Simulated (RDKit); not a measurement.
**CH4BFOSi (SMILES O=CB(F)[SiH3]) at UFF**

Wanted: a structure relaxation of CH4BFOSi. The job is set up through a Python script.

The calculation is run with RDKit 2026.09.1.

2 further runs of the same task are left out: 2 set aside as unsound or not needed.

### Step 1. The molecule

CH4BFOSi: 9 atoms, total charge 0, spin state singlet. SMILES: `O=CB(F)[SiH3]`. The shape is that of a GFN2-xTB optimisation. This is one conformer, not always the lowest. The run starts from this shape.

Bond lengths: O1–C2 1.208 Å, C2–B3 1.572 Å, B3–F4 1.317 Å, B3–Si5 1.993 Å, C2–H6 1.128 Å, Si5–H7 1.467 Å, Si5–H8 1.469 Å, Si5–H9 1.464 Å. Some angles: O1–C2–B3 132.7°, C2–B3–F4 118.7°, C2–B3–Si5 121.4°, F4–B3–Si5 119.5°, O1–C2–H6 118.0°, B3–C2–H6 109.0°, B3–Si5–H7 111.2°, B3–Si5–H8 110.5°, B3–Si5–H9 113.5°, H7–Si5–H8 106.8°.

### Step 2. A geometry optimisation at UFF

Input file mol.sdf:

```

     RDKit          3D

  9  8  0  0  0  0  0  0  0  0999 V2000
    2.3717    0.5747    0.9421 O   0  0  0  0  0  0  0  0  0  0  0  0
    1.5591    0.7642    0.0686 C   0  0  0  0  0  0  0  0  0  0  0  0
    0.4831   -0.1625   -0.6065 B   0  0  0  0  0  0  0  0  0  0  0  0
    0.6909   -0.5786   -1.8388 F   0  0  0  0  0  0  0  0  0  0  0  0
   -1.2679   -0.5284    0.2718 Si  0  0  0  0  0  4  0  0  0  0  0  0
    1.4250    1.8185   -0.3096 H   0  0  0  0  0  0  0  0  0  0  0  0
   -1.5768   -1.9624    0.2595 H   0  0  0  0  0  0  0  0  0  0  0  0
   -2.3559    0.1470   -0.4487 H   0  0  0  0  0  0  0  0  0  0  0  0
   -1.3292   -0.0726    1.6616 H   0  0  0  0  0  0  0  0  0  0  0  0
  2  1  2  0
  3  2  1  0
  4  3  1  0
  5  3  1  0
  6  2  1  0
  7  5  1  0
  8  5  1  0
  9  5  1  0
M  END
$$$$
```

Input file ff.py:

```python
import json
import numpy as np
from rdkit import Chem
from rdkit.Chem import AllChem

mol = Chem.MolFromMolFile("mol.sdf", removeHs=False)
symbols = [a.GetSymbol() for a in mol.GetAtoms()]
start = mol.GetConformer().GetPositions().copy()

ff = AllChem.UFFGetMoleculeForceField(mol)
e0 = ff.CalcEnergy()
print(f"start   E = {e0:.5f} kcal/mol")
path, flag, n = [], 1, 0
while flag and n < 2000:
    flag = ff.Minimize(maxIts=50, forceTol=0.0001)
    n += 50
    path.append((n, ff.CalcEnergy(), mol.GetConformer().GetPositions().tolist()))
    print(f"{n:5d}   E = {path[-1][1]:.5f} kcal/mol")
print("converged" if flag == 0 else "iteration limit reached")
final = mol.GetConformer().GetPositions()
for a, p in zip(symbols, final):
    print(f"{a:<2} {p[0]:11.5f} {p[1]:11.5f} {p[2]:11.5f}")
print(f"energy gained {e0 - path[-1][1]:.4f} kcal/mol")
json.dump(dict(symbols=symbols, start=start.tolist(), start_energy=e0, energy=path[-1][1], final=final.tolist(), path=path, success=flag == 0), open("results.json", "w"))
```

Command:

```bash
$ python ff.py
```

**Question.** What will come out? Wanted: steric energy.

Computed results:

At UFF:

```
                      quantity        value
steric energy (arbitrary zero)  -0.00008 Eh
```

At the final geometry: Bond lengths: O1–C2 1.220 Å, C2–B3 1.565 Å, B3–F4 1.444 Å, B3–Si5 1.945 Å, C2–H6 1.084 Å, Si5–H7 1.470 Å, Si5–H8 1.470 Å, Si5–H9 1.470 Å. Some angles: O1–C2–B3 120.6°, C2–B3–F4 119.6°, C2–B3–Si5 121.1°, F4–B3–Si5 119.3°, O1–C2–H6 119.7°, B3–C2–H6 119.6°, B3–Si5–H7 109.5°, B3–Si5–H8 109.4°, B3–Si5–H9 109.4°, H7–Si5–H8 109.6°. The optimisation took 150 steps and changed the energy by -1.059 eV.
